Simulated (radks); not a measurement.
**Ionising technetium step by step, Tc²²⁺ to Tc³⁰⁺**

Wanted: the ionisation ladder of technetium and its errors against NIST. Each value is a difference of total energies (Δ-SCF).

Program: radks (a radial shooting solver on a logarithmic mesh, Libxc functionals) version 1. Level of theory: Dirac Kohn-Sham, PBE, spin-unpolarised, spherical densities, finite nucleus; open shells fill j = l - 1/2 first. These are calculated values, not measurements, unless marked.

### 1 The system

- element: technetium (Z = 43)
- charges: 22 to 30
- first configuration: [Ar] 3d3
- last configuration: [Ne] 3s2 3p1

### 2 Tc²²⁺, [Ar] 3d3

Settings of this run:

```text
Z 43
configuration [Ar] 3d3
relativity Dirac
functional pbe,pbe
spin unpolarised
j_filling energy
nucleus finite rms 4.4112 fm
c 137.035999084
```

### 3 Tc²³⁺, [Ar] 3d2

Changes since step 2:

```diff
@@ -1,3 +1,3 @@
 Z 43
-configuration [Ar] 3d3
+configuration [Ar] 3d2
 relativity Dirac
```

### 4 Tc²⁴⁺, [Ar] 3d1

Changes since step 3:

```diff
@@ -1,3 +1,3 @@
 Z 43
-configuration [Ar] 3d2
+configuration [Ar] 3d1 4s0 4p0
 relativity Dirac
```

### 5 Tc²⁵⁺, [Ar]

Changes since step 4:

```diff
@@ -1,3 +1,3 @@
 Z 43
-configuration [Ar] 3d1 4s0 4p0
+configuration [Ar] 4s0 3d0
 relativity Dirac
```

### 6 Tc²⁶⁺, [Ne] 3s2 3p5

Changes since step 5:

```diff
@@ -1,3 +1,3 @@
 Z 43
-configuration [Ar] 4s0 3d0
+configuration [Ne] 3s2 3p5
 relativity Dirac
```

### 7 Tc²⁷⁺, [Ne] 3s2 3p4

Changes since step 6:

```diff
@@ -1,3 +1,3 @@
 Z 43
-configuration [Ne] 3s2 3p5
+configuration [Ne] 3s2 3p4
 relativity Dirac
```

### 8 Tc²⁸⁺, [Ne] 3s2 3p3

Changes since step 7:

```diff
@@ -1,3 +1,3 @@
 Z 43
-configuration [Ne] 3s2 3p4
+configuration [Ne] 3s2 3p3
 relativity Dirac
```

### 9 Tc²⁹⁺, [Ne] 3s2 3p2

Changes since step 8:

```diff
@@ -1,3 +1,3 @@
 Z 43
-configuration [Ne] 3s2 3p3
+configuration [Ne] 3s2 3p2 4s0 3d0
 relativity Dirac
```

### 10 Tc³⁰⁺, [Ne] 3s2 3p1

Changes since step 9:

```diff
@@ -1,3 +1,3 @@
 Z 43
-configuration [Ne] 3s2 3p2 4s0 3d0
+configuration [Ne] 3s2 3p1 4s0 3d0
 relativity Dirac
```

What does the calculation give? Wanted: for each run, species; configuration; Δ-SCF; −ε(HOMO); NIST; error.

**Answer**, as computed:

```
species  configuration  Δ-SCF (eV)  −ε(HOMO) (eV)         NIST (eV)  error (%)
  Tc²²⁺       [Ar] 3d3      1031.9         999.02     1032 (theory)       -0.0
  Tc²³⁺       [Ar] 3d2      1098.6         1065.0     1102 (theory)       -0.3
  Tc²⁴⁺       [Ar] 3d1      1166.7         1132.4     1166 (theory)       +0.1
  Tc²⁵⁺           [Ar]      1357.0         1326.0  1354 (semi-emp.)       +0.2
  Tc²⁶⁺   [Ne] 3s2 3p5      1419.3         1388.0  1412 (semi-emp.)       +0.5
  Tc²⁷⁺   [Ne] 3s2 3p4      1482.3         1450.7  1480 (semi-emp.)       +0.2
  Tc²⁸⁺   [Ne] 3s2 3p3      1545.9         1514.0  1559 (semi-emp.)       -0.8
  Tc²⁹⁺   [Ne] 3s2 3p2      1639.5         1606.8  1638 (semi-emp.)       +0.1
```

**Reading.** Reference values: NIST Atomic Spectra Database (exp. measured, semi-emp. semi-empirical, theory a theoretical value adopted there). The steepest step, after dividing by the final charge, comes at Tc²⁵⁺ in [Ar], where the value goes from 1166.7 to 1357.0 eV. There the highest level belongs to another shell. Against the measured or semi-empirical entries the Δ-SCF values err by +0.0 % on average (signed), at worst -0.8 % (Tc²⁸⁺). Minus the highest eigenvalue gives 97 to 98 % of the Δ-SCF value along the ladder. Spin polarisation and multiplet splitting are left out, so open shells lie too high by an amount that depends on their filling.
